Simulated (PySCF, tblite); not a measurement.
# C5H11BF3P: geometry, infrared bands and NMR shifts

What infrared bands and NMR shifts should C5H11BF3P (`C/C=C\[P+](C)(C)[B-](F)(F)F`) show?

Programs: tblite 0.8.0 and PySCF 2.14.0, with density-fitted response routines of our own. Each step states its level of theory. These are calculated values for one molecule in the gas phase, unless marked as measured. Atoms count from 0, in the outputs and in this text.

### Step 1. The starting structure

21 atoms, charge 0, multiplicity 1; geometry from: force field or distance geometry start.

Bonds of the start (Å): C0–C1 1.50, C1–C2 1.33, C2–P3 1.82, P3–C4 1.81, P3–C5 1.82, P3–B6 1.90, B6–F7 1.46, B6–F8 1.45, B6–F9 1.45, C0–H10 1.11, C0–H11 1.11, C0–H12 1.10, C1–H13 1.10, C2–H14 1.08, C4–H15 1.11, C4–H16 1.10, C4–H17 1.12, C5–H18 1.11, C5–H19 1.11, C5–H20 1.12.

### Step 2. Geometry optimisation with GFN2-xTB

What the job is given:

```
{"job": {"kind": "relax", "xc": "GFN2-xTB", "basis": "xTB"}, "charge": 0, "multiplicity": 1}
C      2.044500     0.300500     1.481000
C      1.934000    -0.877300     0.559200
C      0.905500    -1.147200    -0.234100
P     -0.579600    -0.107200    -0.410300
C     -1.673200    -0.944500    -1.585000
C     -1.493100     0.012400     1.164000
B     -0.165900     1.618800    -1.083500
F     -0.107700     2.578800     0.016700
F     -1.186700     2.026400    -2.023300
F      1.116200     1.580600    -1.751300
H      1.250000     0.249400     2.261600
H      1.948000     1.243900     0.909800
H      3.018500     0.297900     1.998500
H      2.778000    -1.577500     0.559100
H      0.937000    -2.030300    -0.847400
H     -2.610700    -0.357500    -1.697500
H     -1.918100    -1.955900    -1.219500
H     -1.161900    -1.028000    -2.573800
H     -2.495100     0.440700     0.978700
H     -1.591400    -0.993800     1.621800
H     -0.957300     0.686800     1.874800
```

On the command line:

```sh
$ OMP_NUM_THREADS=1 python probes_run.py task.json out
```

One launch serves the whole session: the jobs run in the order shown.

**Question.** This job is followed by: GFN2-xTB harmonic vibrations, gas phase; GIAO PBE0/pcSseg-1 NMR shielding, non-relativistic, gas phase. What will the session give for the following? strongest single infrared mode (GFN2-xTB); zero-point energy (GFN2-xTB); 13C shifts against TMS (PBE0/pcSseg-1, means over atoms taken as alike); 1H shifts against TMS (PBE0/pcSseg-1, means over atoms taken as alike); 31P shifts against H3PO4 (PBE0/pcSseg-1); 11B shifts against BF3·OEt2 (PBE0/pcSseg-1); 19F shifts against CFCl3 (PBE0/pcSseg-1, means over atoms taken as alike).

As calculated:

| quantity | value |
| --- | --- |
| strongest single infrared mode (GFN2-xTB) | 793 cm⁻¹, 368 km/mol |
| zero-point energy (GFN2-xTB) | 97.1 kcal/mol |
| 13C shifts against TMS (PBE0/pcSseg-1, means over atoms taken as alike) | 159.7, 125.9, 23.4, 11.9 ppm |
| 1H shifts against TMS (PBE0/pcSseg-1, means over atoms taken as alike) | 6.96, 5.57, 2.24, 1.33 ppm |
| 31P shifts against H3PO4 (PBE0/pcSseg-1) | -59.1 ppm |
| 11B shifts against BF3·OEt2 (PBE0/pcSseg-1) | -1.5 ppm |
| 19F shifts against CFCl3 (PBE0/pcSseg-1, means over atoms taken as alike) | -145.2 ppm |

In words: The optimisation took 113 steps and gained 0.563 eV; among the close pairs (by a distance rule), P3–B6 changed most, from 1.898 to 2.094 Å. All 57 modes are real, so the xTB geometry is a minimum. The strongest single mode, at 793 cm⁻¹, has its largest shares on B6, F8, F7 and F9 (the list is cut at 4 atoms). Unscaled tight-binding wavenumbers are off by several per cent, some by more. Its intensities can rank the bands wrongly. At PBE0/pcSseg-1: The widest tensor belongs to C1: span 259 ppm, with a paramagnetic part of -229 ppm.
